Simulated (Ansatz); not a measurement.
**ZrGeS (P4/nmm): equation of state with a fit in Python**

Where is the equilibrium volume of ZrGeS (P4/nmm), and how stiff is it? Aim: an equation of state with a fit, for ZrGeS (P4/nmm), run from a script.

All numbers are computed with Ansatz 0.2.0, driven from Python. Level of theory: DFT PBEsol, plane waves, PAW.

## (1) The system

It takes space group P4/nmm (No. 129, tetragonal). The conventional cell has a = 3.626 Å, b = 3.626 Å, c = 8.019 Å, α = 90.00°, β = 90.00°, γ = 90.00°. Around Zr (site symmetry 4mm) lie 5 S at 2.69 to 2.77 Å and 4 Ge at 2.86 Å. Around Ge (site symmetry -4m2) lie 4 Ge at 2.56 Å and 4 Zr at 2.86 Å. S (site symmetry 4mm) is surrounded by 5 Zr at 2.69 to 2.77 Å.

The script holds or builds the structure itself.

## (2) Script

Contents of run_eos.py:

```python
import ansatz as az
import numpy as np
from scipy.optimize import curve_fit

VECTORS = np.array([
    [3.626, 0.0, 0.0],
    [0.0, 3.626, 0.0],
    [0.0, 0.0, 8.019],
])
SITES = [
    ("Zr", (0.0, 0.5, 0.276)),
    ("Zr", (0.5, 0.0, 0.724)),
    ("Ge", (0.0, 0.0, 0.0)),
    ("Ge", (0.5, 0.5, 0.0)),
    ("S", (0.0, 0.5, 0.622)),
    ("S", (0.5, 0.0, 0.378)),
]


def on_lattice(cell):
    crystal = az.Crystal(lattice=az.Lattice.of(cell))
    for symbol, position in SITES:
        crystal = crystal.atom(symbol, position)
    return crystal

def vinet(v, e0, v0, b0, b1):
    eta = (v / v0) ** (1 / 3)
    return e0 + 2 * b0 * v0 / (b1 - 1) ** 2 * (2 - (5 + 3 * b1 * (eta - 1) - 3 * eta) * np.exp(-1.5 * (b1 - 1) * (eta - 1)))


def main() -> None:
    volumes, energies = [], []
    for scale in np.linspace(0.94, 1.06, 7):
        cell = VECTORS * scale ** (1 / 3)
        job = on_lattice(cell).calculation()
        job = job.functional("pbesol")
        job = job.pseudopotentials("paw")
        job = job.occupations(az.OccupationsMethod.FERMI_DIRAC)
        job = job.scf(tolerance=1e-09).basis(500)
        job = job.kpoints(6, 6, 3)
        data = job.run(threads=1, pin="off").report
        volumes.append(abs(np.linalg.det(cell)) / len(SITES))
        energies.append(data["free_energy_ev"] / len(SITES))
        print(f"V = {volumes[-1]:8.4f} A^3/atom  F = {energies[-1]:.5f} eV/atom")

    guess = (min(energies), volumes[int(np.argmin(energies))], 0.5, 4.5)
    (e0, v0, b0, b1), _ = curve_fit(vinet, np.array(volumes), np.array(energies), p0=guess, maxfev=20000)
    print(f"Vinet fit: V0 = {v0:.4f} A^3/atom, B0 = {160.21766 * b0:.1f} GPa, B1 = {b1:.2f}")
    print("largest residual", round(1000 * float(np.abs(vinet(np.array(volumes), e0, v0, b0, b1) - energies).max()), 3), "meV/atom")


if __name__ == "__main__":
    main()
```

## (3) Launch

Command:

```bash
$ python run_eos.py
```

**Question.** Estimate the equilibrium volume and the bulk modulus.

**Answer**, as computed:

| quantity | value |
| --- | --- |
| runs compared | 7 |
| range of energy | 37.32 meV/atom |
| lowest point, volume (Å³/atom) | 17.221 |
| equilibrium volume (fit) | 17.29 Å³/atom |
| bulk modulus (fit) | 132 GPa |

**Reading.** A third-order Birch-Murnaghan fit through the 7 points (the script's own form differs a little) has its minimum at 17.29 Å³ an atom, 1.6 % below the typed cell, with a bulk modulus of 132 GPa and dB/dP = 4.4. From that minimum the energy rises by 15.4 meV an atom on the compressed side and 37.4 meV on the expanded side. Reading the output:
- The run is spin-unpolarised.
- Shape and fractional positions are held along the curve, so the bulk modulus is an upper value where they are free to relax, by a factor of two or more in layered or hydrogen-bonded cells.
- For a metal this k-point mesh is coarse: on a finer one energies can move by several to tens of meV an atom and pressures by half a GPa or more, differences at one mesh by less.
